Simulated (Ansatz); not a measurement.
# CH₅GaOS₂: one species, many methods

How much do the methods differ for CH₅GaOS₂? The plan is to run it at one geometry with functionals of several rungs and with coupled cluster, and see how far each lands from CCSD(T) at the basis-set limit for the atomisation energy.

Method: functionals in def2-TZVPP, the program's frozen cores in correlated methods; program: Ansatz 0.2.0, Gaussian basis.

Plan: PBE-D4, r2SCAN-D4, PBE0-D4, B3LYP-D4, ωB97X-V, ωB97M-V, B2PLYP; CCSD(T)/def2-TZVPP; MP2/def2-QZVPP; extrapolation to the limit.

## 1. The geometry

The geometry comes from an earlier relaxation with PBE0-D4 in a triple-zeta def2 set; it is a stationary point, not always the lowest conformer.

SMILES `C[O][Ga]([SH])[SH]`, 10 atoms, charge 0, spin multiplicity 1.

Atoms are counted from 1 here; the program's logs count them from 0.

Bond lengths: C1–O2 1.406 Å, C1–H6 1.095 Å, C1–H7 1.098 Å, C1–H8 1.095 Å, O2–Ga3 1.775 Å, Ga3–S4 2.195 Å, Ga3–S5 2.186 Å, S4–H9 1.344 Å, S5–H10 1.345 Å. Angles: O2–C1–H6 109.6°, O2–C1–H7 113.4°, O2–C1–H8 109.9°, H6–C1–H7 107.7°, H6–C1–H8 108.3°, H7–C1–H8 107.8°, C1–O2–Ga3 123.2°, O2–Ga3–S4 118.8°, O2–Ga3–S5 116.6°, S4–Ga3–S5 124.6°, Ga3–S4–H9 92.8°, Ga3–S5–H10 91.7°.

## 2. PBE-D4 (GGA)

in.yaml reads:

```yaml
crystal:
  periodic: [false, false, false]
  atoms:
    - {symbol: C, position_ang: [0.523570, -1.663352, 0.604291]}
    - {symbol: O, position_ang: [0.859052, -0.305583, 0.455986]}
    - {symbol: Ga, position_ang: [-0.220419, 0.886614, -0.294152]}
    - {symbol: S, position_ang: [-2.174362, 0.221071, -1.040576]}
    - {symbol: S, position_ang: [0.517118, 2.941598, -0.405798]}
    - {symbol: H, position_ang: [1.283724, -2.285028, 0.120144]}
    - {symbol: H, position_ang: [-0.449197, -1.923232, 0.166542]}
    - {symbol: H, position_ang: [0.492273, -1.925022, 1.667167]}
    - {symbol: H, position_ang: [-2.503672, 1.451690, -1.467495]}
    - {symbol: H, position_ang: [1.671903, 2.601253, 0.193890]}
basis:
  gaussian: {orbitals: def2-TZVPP}
hamiltonian: {xc: pbe, dispersion: d4}
output: {forces: true, orbitals: {seedname: orbitals}}
```

Started as:

```sh
ansatz run in.yaml --threads 2 --pin off --events-out ev --progress --plain --max-ram 22528MiB --backend cpu
```

The runs that follow: r2SCAN-D4 (meta-GGA); PBE0-D4 (hybrid); B3LYP-D4 (hybrid); ωB97X-V (range-separated); ωB97M-V (range-separated); B2PLYP (double hybrid); CCSD(T) in def2-TZVPP; MP2 in def2-QZVPP.

Q: Predict the results of all the runs planned. Wanted: atomisation energy, CCSD(T)/CBS; farthest; mean size of error, hybrid; mean size of error, range-separated; gap, smallest and largest; T1 diagnostic; triples share of the correlation energy.

As calculated:

```
                               quantity                                 value
        atomisation energy, CCSD(T)/CBS                         3346.2 kJ/mol
 functionals within 33.5 kJ/mol (1.0 %)  r2SCAN-D4, PBE0-D4, ωB97X-V, ωB97M-V
                               farthest                 B2PLYP (-67.1 kJ/mol)
             mean size of error, hybrid                           31.6 kJ/mol
    mean size of error, range-separated                            5.7 kJ/mol
              gap, smallest and largest  4.68 eV (PBE-D4), 11.33 eV (ωB97X-V)
                          T1 diagnostic                                0.0134
triples share of the correlation energy                                 4.2 %
```

What this shows: PBE-D4 is off by +41.8 kJ/mol. Double hybrids carry the basis error of their MP2 part in triple zeta, and no dispersion term here, so their miss is partly the set-up's. The reference freezes the cores and leaves out relativity and excitations past (T), and its outer-core shells are covered unevenly, so misses under about 33.5 kJ/mol can't be ranked. Hartree-Fock recovers 70 % of the binding; the rest is correlation. Orbital gaps span 4.7 to 11.3 eV; exact exchange widens them. Correlated methods include outer-core shells of Ga, which these sets cover unevenly.
